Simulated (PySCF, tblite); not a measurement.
**C3H7FSeSi: geometry, infrared bands and NMR shifts**

Wanted: the infrared bands and NMR shifts of C3H7FSeSi (`F[C@H]1CC[SiH2][Se]1`), by calculation.

Programs: tblite 0.8.0 and PySCF 2.14.0, with density-fitted response routines of our own. Each step states its level of theory. These are calculated values for one molecule in the gas phase, unless marked as measured. Atoms are numbered from 0 throughout.

### 1 Starting geometry

13 atoms, charge 0, multiplicity 1; geometry from: force field or distance geometry start.

Bonds of the start (Å): F0–C1 1.35, C1–C2 1.50, C2–C3 1.52, C3–Si4 1.87, Si4–Se5 2.31, Se5–C1 1.96, C1–H6 1.11, C2–H7 1.10, C2–H8 1.12, C3–H9 1.11, C3–H10 1.11, Si4–H11 1.46, Si4–H12 1.46.

### 2 Geometry optimisation with GFN2-xTB

What the job is given:

```
{"job": {"kind": "relax", "xc": "GFN2-xTB", "basis": "xTB"}, "charge": 0, "multiplicity": 1}
F     -1.758300     0.769700     2.068800
C     -0.687900     0.504600     1.286600
C     -0.926600    -0.502400     0.194300
C      0.413600    -0.904500    -0.392100
Si     1.157300     0.648600    -1.123800
Se    -0.129700     2.031200     0.198000
H      0.214700     0.184400     1.857000
H     -1.507400    -1.375000     0.525100
H     -1.469400     0.052900    -0.611100
H      0.275600    -1.704100    -1.145900
H      0.999800    -1.283100     0.467300
H      0.840200     0.798400    -2.538600
H      2.573600     0.779800    -0.803200
```

The run is started by

```bash
OMP_NUM_THREADS=1 python probes_run.py task.json out
```

The driver reads the jobs from task.json and runs them one after another.

**Question.** This job is followed by: GFN2-xTB harmonic vibrations, gas phase; GIAO PBE0/pcSseg-1 NMR shielding, non-relativistic, gas phase. What will the session give for the following? strongest single infrared mode (GFN2-xTB); zero-point energy (GFN2-xTB); 13C shifts against TMS (PBE0/pcSseg-1); 1H shifts against TMS (PBE0/pcSseg-1); 19F shifts against CFCl3 (PBE0/pcSseg-1); 29Si shifts against TMS (PBE0/pcSseg-1); 77Se shifts against Me2Se (PBE0/pcSseg-1).

As calculated:

| quantity | value |
| --- | --- |
| strongest single infrared mode (GFN2-xTB) | 626 cm⁻¹, 274 km/mol |
| zero-point energy (GFN2-xTB) | 57.3 kcal/mol |
| 13C shifts against TMS (PBE0/pcSseg-1) | 114.8, 40.5, 9.4 ppm |
| 1H shifts against TMS (PBE0/pcSseg-1) | 6.68, 5.23, 5.04, 2.65, 2.03, 1.37, 0.96 ppm |
| 19F shifts against CFCl3 (PBE0/pcSseg-1) | -185.5 ppm |
| 29Si shifts against TMS (PBE0/pcSseg-1) | -14.7 ppm |
| 77Se shifts against Me2Se (PBE0/pcSseg-1) | -140 ppm |

The optimisation took 60 steps and gained 0.467 eV; among the close pairs (by a distance rule), C1–Se5 changed most, from 1.956 to 1.999 Å. All 33 modes are real, so the xTB geometry is a minimum. The strongest single mode, at 626 cm⁻¹, moves mainly H11 and H12. GFN2-xTB is a fitted tight-binding method: band positions and strengths are rough. Its intensities can rank the bands wrongly. C1 (sp3 CH bonded to F and Se) lies farthest downfield among carbon, at 114.8 ppm; deshielded by the electronegative neighbour. The most deshielded hydrogen is H6 (hydrogen on an sp3 CH bonded to F and Se), at 6.68 ppm: its carbon carries F, hence the downfield position. At PBE0/pcSseg-1: Shielding is most anisotropic at Se5 (span 1299 ppm, paramagnetic term -1103 ppm). Spin-orbit coupling is left out, which matters for shieldings and couplings at and beside the heavy atoms.
